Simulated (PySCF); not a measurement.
# C₅H₆F₂: electronic excitations and core binding energies

Aim: predict the electronic excitations and core binding energies of C₅H₆F₂ (`C=CC(=C)C(F)F`).

Computed with PySCF 2.14.0, with density-fitted response routines of our own, on a single molecule in the gas phase. Atoms are numbered from 0 throughout.

**1. The starting structure**

13 atoms, charge 0, multiplicity 1; geometry from: GFN2-xTB.

Bonds of the start (Å): C0–C1 1.33, C1–C2 1.46, C2–C3 1.33, C2–C4 1.51, C4–F5 1.35, C4–F6 1.36, C0–H7 1.08, C0–H8 1.08, C1–H9 1.08, C3–H10 1.08, C3–H11 1.08, C4–H12 1.10.

**2. Ultraviolet spectrum: wB97X-D/def2-SVPD**

Job settings and geometry (Å):

```
{"job": {"kind": "uv", "xc": "wB97X-D", "basis": "def2-SVPD", "nstates": 8, "ntriplets": 3}, "charge": 0, "multiplicity": 1}
C      1.815397     0.830076     0.074261
C      1.135971    -0.225153     0.508290
C     -0.303543    -0.418787     0.412744
C     -0.914633    -1.482987     0.930147
C     -1.096850     0.648938    -0.303205
F     -2.399536     0.308981    -0.444538
F     -1.092734     1.818949     0.390925
H      1.347686     1.675780    -0.399309
H      2.882998     0.889565     0.196827
H      1.659750    -1.037785     0.993708
H     -0.356572    -2.250789     1.437258
H     -1.979623    -1.618169     0.860332
H     -0.702699     0.861867    -1.310944
```

Level: TDDFT wB97X-D/def2-SVPD, vertical, gas phase, core orbitals frozen in the response.

**Question.** This job is followed by: delta-SCF UKS SCAN, pcX-2 on the ionised atom, pcseg-1 elsewhere, spin-free X2C. Predict these results of the whole session: lowest singlet (wB97X-D/def2-SVPD); lowest triplet; C1s binding energies, SCAN/pcX-2 (standing for 3 of 5 atoms); F1s binding energies, SCAN/pcX-2.

**Answer**, as computed:

| quantity | value |
| --- | --- |
| lowest singlet (wB97X-D/def2-SVPD) | 5.96 eV (208 nm), f = 0.602 |
| lowest triplet | 3.37 eV |
| C1s binding energies, SCAN/pcX-2 (standing for 3 of 5 atoms) | C4 295.69, C3 290.34, C0 290.27 eV |
| F1s binding energies, SCAN/pcX-2 | F5 693.22 eV |

What this shows: The lowest singlet, at 5.96 eV, is HOMO→LUMO 0.97 and is bright. The lowest triplet lies 2.59 eV below the lowest singlet (triplets in Tamm-Dancoff, singlets in full TDDFT). The C1s levels kept as sound span 5.42 eV, from C0 (terminal =CH2 carbon) up to C4 (allylic sp3 CH bonded to 2 F). Only 3 of the 5 C atoms are covered by sound results.
